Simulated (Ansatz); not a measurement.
# CH10BNSi2: up Jacob's ladder to CCSD(T)

One table from this session's results is given with a row withheld; the runs are named, their logs left out.

Computed with Ansatz 0.2.0, Gaussian basis. Level: functionals in def2-TZVPP, the program's frozen cores in correlated methods.

Plan: PBE-D4, r2SCAN-D4, PBE0-D4, B3LYP-D4, ωB97X-V, ωB97M-V, B2PLYP; CCSD(T)/def2-TZVPP; MP2/def2-QZVPP; extrapolation to the limit.

## The relaxed structure

An earlier PBE0-D4 in a triple-zeta def2 set relaxation fixed the geometry.

SMILES `NB([SiH3])C[SiH3]`, 15 atoms, charge 0, spin multiplicity 1.

Atoms are counted from 1 here; the program's logs count them from 0.

Bond lengths: N1–B2 1.394 Å, N1–H6 1.006 Å, N1–H7 1.009 Å, B2–Si3 2.027 Å, B2–C4 1.569 Å, Si3–H8 1.493 Å, Si3–H9 1.494 Å, Si3–H10 1.491 Å, C4–Si5 1.879 Å, C4–H11 1.094 Å, C4–H12 1.097 Å, Si5–H13 1.487 Å, Si5–H14 1.489 Å, Si5–H15 1.489 Å. Angles: B2–N1–H6 123.5°, B2–N1–H7 123.2°, H6–N1–H7 113.3°, N1–B2–Si3 118.2°, N1–B2–C4 120.1°, Si3–B2–C4 121.6°, B2–Si3–H8 110.8°, B2–Si3–H9 112.1°, B2–Si3–H10 112.1°, H8–Si3–H9 107.3°, H8–Si3–H10 106.7°, H9–Si3–H10 107.5°, B2–C4–Si5 110.6°, B2–C4–H11 112.3°, B2–C4–H12 112.4°, Si5–C4–H11 106.7°, Si5–C4–H12 106.7°, H11–C4–H12 107.7° and more.

Set-up of the first run:

File in.yaml:

```yaml
crystal:
  periodic: [false, false, false]
  atoms:
    - {symbol: N, position_ang: [-0.271034, -0.528611, 1.851313]}
    - {symbol: B, position_ang: [-0.510289, -0.160137, 0.528185]}
    - {symbol: Si, position_ang: [-1.530577, 1.556590, 0.181040]}
    - {symbol: C, position_ang: [0.037706, -1.043625, -0.646688]}
    - {symbol: Si, position_ang: [1.763956, -0.489713, -1.139811]}
    - {symbol: H, position_ang: [-0.567473, 0.018062, 2.641479]}
    - {symbol: H, position_ang: [0.225154, -1.367777, 2.109726]}
    - {symbol: H, position_ang: [-2.821966, 1.275478, -0.512572]}
    - {symbol: H, position_ang: [-1.853932, 2.284444, 1.444932]}
    - {symbol: H, position_ang: [-0.768816, 2.493563, -0.694082]}
    - {symbol: H, position_ang: [-0.583496, -0.973141, -1.544934]}
    - {symbol: H, position_ang: [0.112147, -2.103615, -0.374107]}
    - {symbol: H, position_ang: [1.782724, 0.957509, -1.481877]}
    - {symbol: H, position_ang: [2.252419, -1.255312, -2.319247]}
    - {symbol: H, position_ang: [2.711677, -0.714415, -0.013957]}
basis:
  gaussian: {orbitals: def2-TZVPP}
hamiltonian: {xc: pbe, dispersion: d4}
output: {forces: true, orbitals: {seedname: orbitals}}
```

Command:

```sh
$ ansatz run in.yaml --threads 4 --pin off --events-out ev --progress --plain --max-ram 10444MiB
```

Steps of the session up to this table: PBE-D4 (GGA); r2SCAN-D4 (meta-GGA); PBE0-D4 (hybrid); B3LYP-D4 (hybrid); ωB97X-V (range-separated); ωB97M-V (range-separated); B2PLYP (double hybrid); CCSD(T) in def2-TZVPP; MP2 in def2-QZVPP.

One table of the session follows, with a row left open; its other results are not shown here.

| method | atomisation energy (eV) |
| --- | --- |
| PBE-D4 | 53.459 |
| r2SCAN-D4 | 53.226 |
| PBE0-D4 | ? |
| B3LYP-D4 | 53.385 |
| ωB97X-V | 53.518 |
| ωB97M-V | 53.384 |
| B2PLYP | 52.604 |
| HF/def2-TZVPP | 40.128 |
| MP2/def2-TZVPP | 51.918 |
| CCSD/def2-TZVPP | 51.274 |
| CCSD(T)/def2-TZVPP | 51.837 |
| MP2/CBS | 53.192 |
| CCSD(T)/CBS | 53.111 |

Estimate the missing values for PBE0-D4.

As computed: atomisation energy (eV): 53.056. In the column «atomisation energy (eV)» it lies between B2PLYP (52.604) and CCSD(T)/CBS (53.111).

To keep in mind: Free atoms (1 N, 1 B, 2 Si, 1 C, 10 H) were run apart at each level; the atomisation energy is their sum less the molecule, without zero-point or spin-orbit terms.
